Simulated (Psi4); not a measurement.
**singlet [InNH3]+ at HF/STO-3G**

Aim: energy and gradient of singlet [InNH3]+. Input form: a Python script.

Program for the calculation: Psi4 1.11.

9 further runs of the same task are left out: 6 that didn't finish, 3 set aside as unsound or not needed.

## Step 1: The molecule

[InNH3]+ has 5 atoms, charge +1, and is taken as a singlet. SMILES of the parent species: `[NH2][InH]`. The coordinates come from a PBE0-D4/def2-TZVP relaxation. This is one conformer, not always the lowest. That shape belongs to the parent species and isn't relaxed for this state.

Bond lengths: N1–In2 2.036 Å, N1–H3 1.011 Å, N1–H4 1.009 Å, In2–H5 1.761 Å. Angles: N1–In2–H5 116.4°, In2–N1–H3 120.0°, In2–N1–H4 120.8°, H3–N1–H4 109.8°.

## Step 2: Energy and gradient at HF/STO-3G

File h3inn.py:

```python
import psi4

psi4.set_memory('1600 MB')
psi4.set_num_threads(1)
psi4.core.set_output_file('run.log', False)

mol = psi4.geometry("""
1 1
N     -0.299400    -0.736500     0.264700
In     0.846600     0.946400     0.296000
H     -0.846800    -0.960800    -0.554700
H      0.017600    -1.585600     0.707600
H      0.331900     2.262600    -0.755100
""")

psi4.set_options({
    'scf_type': 'pk',
})

E = psi4.gradient("hf/STO-3G")
print('gradient / Eh bohr^-1')
print(E.np.round(6))
for k, v in sorted(psi4.core.scalar_variables().items()):
    print(f'{k:45s} {v:18.10f}')
```

Started as:

```sh
$ python h3inn.py
```

run.log:

```text
[...]
  Running in c1 symmetry.
[...]
  Nuclear repulsion =  132.207843253907555
[...]
  Multiplicity = 1
[...]
  Nalpha       = 29
  Nbeta        = 29
[...]
    Number of basis functions: 35
[...]
   @RHF iter   1: -5737.72607919204893   -3.22421e+00   1.97320e-02 ADIIS/DIIS
[...]
   @RHF iter  13: -5738.15201974945103   -3.63798e-12   3.76843e-09 DIIS
[...]
    Orbital Energies [Eh]
    ---------------------
    Doubly Occupied:
       1A   -987.169633     2A   -146.304929     3A   -138.316676
       4A   -138.316118     5A   -138.315017     6A    -27.992504
       7A    -25.011036     8A    -25.009514     9A    -25.006232
      10A    -16.878696    11A    -16.878568    12A    -16.875408
      13A    -16.873459    14A    -16.872573    15A    -15.447940
      16A     -4.533922    17A     -3.350816    18A     -3.348587
      19A     -3.338356    20A     -1.217372    21A     -0.849428
      22A     -0.849052    23A     -0.847944    24A     -0.840507
      25A     -0.837376    26A     -0.746808    27A     -0.656856
      28A     -0.576996    29A     -0.489330
[...]
  @RHF Final Energy: -5738.15201974945103
   => Energetics <=
    Nuclear Repulsion Energy =            132.2078432539075550
    One-Electron Energy =               -8193.2164226540589880
    Two-Electron Energy =                2322.8565596506996371
    Total Energy =                      -5738.1520197494519380
[...]
 Multipole Moments:
 ------------------------------------------------------------------------------------
     Multipole            Electronic (a.u.)      Nuclear  (a.u.)        Total (a.u.)
 ------------------------------------------------------------------------------------
 L = 1.  Multiply by 2.5417464519 to convert [e a0] to [Debye]
 Dipole X            :          5.9053240           -4.7502529            1.1550711
 Dipole Y            :          5.6406923           -5.5879349            0.0527573
 Dipole Z            :          2.1585330           -1.5904904            0.5680426
 Magnitude           :                                                    1.2882721
[...]
  -Total Gradient:
     Atom            X                  Y                   Z
    ------   -----------------  -----------------  -----------------
       1       -0.058620820282    -0.063188864698    -0.029791167947
       2        0.080638221565     0.028274338012     0.053245653287
       3        0.003219817554     0.000752195631     0.015306821338
       4        0.002883660181     0.017051602411    -0.005313265557
       5       -0.028120878922     0.017110728501    -0.033448041134
[...]
```

Standard output:

```text
gradient / Eh bohr^-1
[[-0.058621 -0.063189 -0.029791]
 [ 0.080638  0.028274  0.053246]
 [ 0.00322   0.000752  0.015307]
 [ 0.002884  0.017052 -0.005313]
 [-0.028121  0.017111 -0.033448]]
CURRENT ENERGY                                  -5738.1520197495
CURRENT REFERENCE ENERGY                        -5738.1520197495
DD SOLVATION ENERGY                                 0.0000000000
HF KINETIC ENERGY                                5736.6427151138
HF POTENTIAL ENERGY                            -11474.7947348632
HF TOTAL ENERGY                                 -5738.1520197495
HF VIRIAL RATIO                                     2.0002630989
NUCLEAR REPULSION ENERGY                          132.2078432539
ONE-ELECTRON ENERGY                             -8193.2164226541
PCM POLARIZATION ENERGY                             0.0000000000
PE ENERGY                                           0.0000000000
SCF ITERATION ENERGY                            -5738.1520197495
SCF ITERATIONS                                     13.0000000000
SCF TOTAL ENERGY                                -5738.1520197495
TWO-ELECTRON ENERGY                              2322.8565596507
```

Run time: 1.7 s. Hardware: 1 thread of Intel Xeon 6975P-C (Granite Rapids), shared host; peak memory 0.19 GiB.

## Step 3: Results

Level: HF/STO-3G.

```
                quantity           value
            total energy  -5738.15202 Eh
             HOMO energy       -13.32 eV
             LUMO energy        -3.97 eV
           HOMO–LUMO gap         9.34 eV
largest force on an atom      5.177 eV/Å
```

In words: Relativity is left out although the molecule holds a heavy atom.
